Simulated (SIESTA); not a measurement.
**GdO under changes of volume**

One of the cells (20.077 Å³/atom); the others are scaled copies at fixed shape and fractional positions:

```xyz
2
Lattice="0.0000 2.7179 2.7179 2.7179 0.0000 2.7179 2.7179 2.7179 0.0000" Properties=species:S:1:pos:R:3 pbc="T T T"
Gd    0.0000    0.0000    0.0000
O     4.0768    4.0768    4.0768
```

| Item | Value |
| --- | --- |
| Program | SIESTA 5.4.2 |
| Functional | PBE |
| Potentials or basis | PseudoDojo 0.4 standard with PseudoDojo 3+ lanthanides (4f in the core) (PBE files) |
| Basis | DZP (energy shift 0.003 Ry; two zetas on semicore shells) |
| Grid cutoff | 800 Ry |
| Energy shift | 0.003 Ry |
| k mesh | 9 × 9 × 9 |
| Occupations | fermi-dirac, width 0.05 eV |
| Spin | collinear spin, ferromagnetic start |
| Starting moments | [7.0, 0.0] μB |

```csv
volume (Å³/atom),energy over the lowest point (meV/atom),pressure (GPa),moment (μB per cell)
18.502,?,?,?
18.896,3.26,2.4,0.93
19.289,0.00,0.3,0.92
20.077,8.18,-3.4,0.92
20.470,18.62,-5.0,0.92
20.864,32.46,-6.3,0.91
```

Q: What does the run at 18.502 Å³/atom give?

A: Energy over the lowest point 12.21 meV/atom; pressure 4.9 GPa; moment 0.93 μB per cell.

Worked out: A Birch-Murnaghan fit of order 3 (a polynomial in V^(-2/3)) to the other rows has its minimum at 19.34 Å³/atom with B0 = V·E''(V) = 101 GPa and B' = 5.2. It gives 12.40 meV/atom at 18.502 Å³/atom, against the run's 12.21, and -dE/dV = 5.0 GPa, against 4.9. A straight line through the other rows of the moment, of slope -0.00738 μB per Å³/atom, extrapolates to 0.93 μB, against the run's 0.93.

Energies are extrapolated to zero smearing.

Caveats: the basis of atomic orbitals isn't converged, which shifts pressures, moduli and gaps; a cell with one magnetic atom can't hold antiferromagnetic order, which such compounds often take.
